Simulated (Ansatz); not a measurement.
**C₂H₂Te: vertical ionisation energy**

Aim: the vertical ionisation energy of C₂H₂Te, as cation minus neutral at the neutral's geometry, on several levels, and how well −ε(HOMO) stands in for it.

Program: Ansatz 0.2.0, Gaussian basis. Level of theory: unrestricted cation, the program's frozen cores in correlated methods. These are calculated values, not measurements.

Plan: UKS PBE-D4/def2-TZVPP; UKS r2SCAN-D4/def2-TZVPP; UKS PBE0-D4/def2-TZVPP; UKS B3LYP-D4/def2-TZVPP; UKS wB97X-V/def2-TZVPP; UKS wB97M-V/def2-TZVPP; UKS B2PLYP/def2-TZVPP; UHF-CCSD(T)/def2-TZVPP; UHF-MP2/def2-QZVPP; extrapolation to the limit; then −ε(HOMO) from the neutral's earlier runs with LDA (SPW92), PBE-D4, revPBE-D4, BLYP-D4, r2SCAN-D4, B97M-V, PBE0-D4, B3LYP-D4, r2SCANh-D4, r2SCAN0-D4, HSE06-D4, BHLYP-D4, CAM-B3LYP-D4, LC-ωPBE, ωB97X-V, ωB97M-V.

1 further run of the same task is left out (for a known fault of the program).

## 1. The geometry

All runs share one geometry, relaxed beforehand with PBE0-D4 in a triple-zeta def2 set. Te takes the def2 core potential; no spin-orbit term is included.

SMILES `C#C[TeH]`, 5 atoms, charge 0, spin multiplicity 1.

Atoms are counted from 1 here; the program's logs count them from 0.

Bond lengths: C1–C2 1.205 Å, C1–H4 1.065 Å, C2–Te3 2.019 Å, Te3–H5 1.660 Å. Angles: C2–C1–H4 179.3°, C1–C2–Te3 175.6°, C2–Te3–H5 93.4°.

## 2. Cation, UKS PBE-D4/def2-TZVPP

Contents of in.yaml:

```yaml
crystal:
  periodic: [false, false, false]
  atoms:
    - {symbol: C, position_ang: [-0.735693, -1.112608, 0.392483]}
    - {symbol: C, position_ang: [0.097281, -0.298471, 0.084466]}
    - {symbol: Te, position_ang: [1.600588, 0.958915, -0.399654]}
    - {symbol: H, position_ang: [-1.481674, -1.823554, 0.662196]}
    - {symbol: H, position_ang: [0.569299, 2.202019, -0.780791]}
basis:
  gaussian: {orbitals: def2-TZVPP}
total_charge: 1
magnetization: {spin_polarized: true, initial_magnetization: 1}
hamiltonian: {xc: pbe, dispersion: d4}
```

On the command line:

```sh
$ ansatz run in.yaml --threads 2 --pin off --events-out ev --progress --plain --max-ram 4352MiB
```

The runs that follow: Cation, UKS r2SCAN-D4/def2-TZVPP; Cation, UKS PBE0-D4/def2-TZVPP; Cation, UKS B3LYP-D4/def2-TZVPP; Cation, UKS wB97X-V/def2-TZVPP; Cation, UKS wB97M-V/def2-TZVPP; Cation, UKS B2PLYP (frozen core)/def2-TZVPP; Cation, UHF-CCSD(T)/def2-TZVPP; Cation, UHF-MP2/def2-QZVPP.

Before running them: what should the planned runs give, taken together? Wanted: ionisation energy, CCSD(T)/CBS; nearest functional by difference; nearest −ε(HOMO); −ε(HOMO) of PBE; T1 of the cation.

As calculated:

```
                        quantity               value
  ionisation energy, CCSD(T)/CBS             8.83 eV
nearest functional by difference  ωB97X-V (-0.17 eV)
                nearest −ε(HOMO)  LC-ωPBE (+0.10 eV)
                 −ε(HOMO) of PBE             5.43 eV
                T1 of the cation               0.028
```

By cation minus neutral, the functionals miss by 0.39 eV at most. The PBE orbital energy is 3.4 eV too small: a semilocal HOMO is no ionisation energy. Among orbital estimates LC-ωPBE comes nearest. Hartree-Fock falls 1.14 eV short, as the neutral has more correlation energy than the cation. Correlated methods include outer-core shells of Te, which these sets cover unevenly. With outer-core shells in play the reference is unsure by up to some tenths of an eV, so close misses can't be ranked.
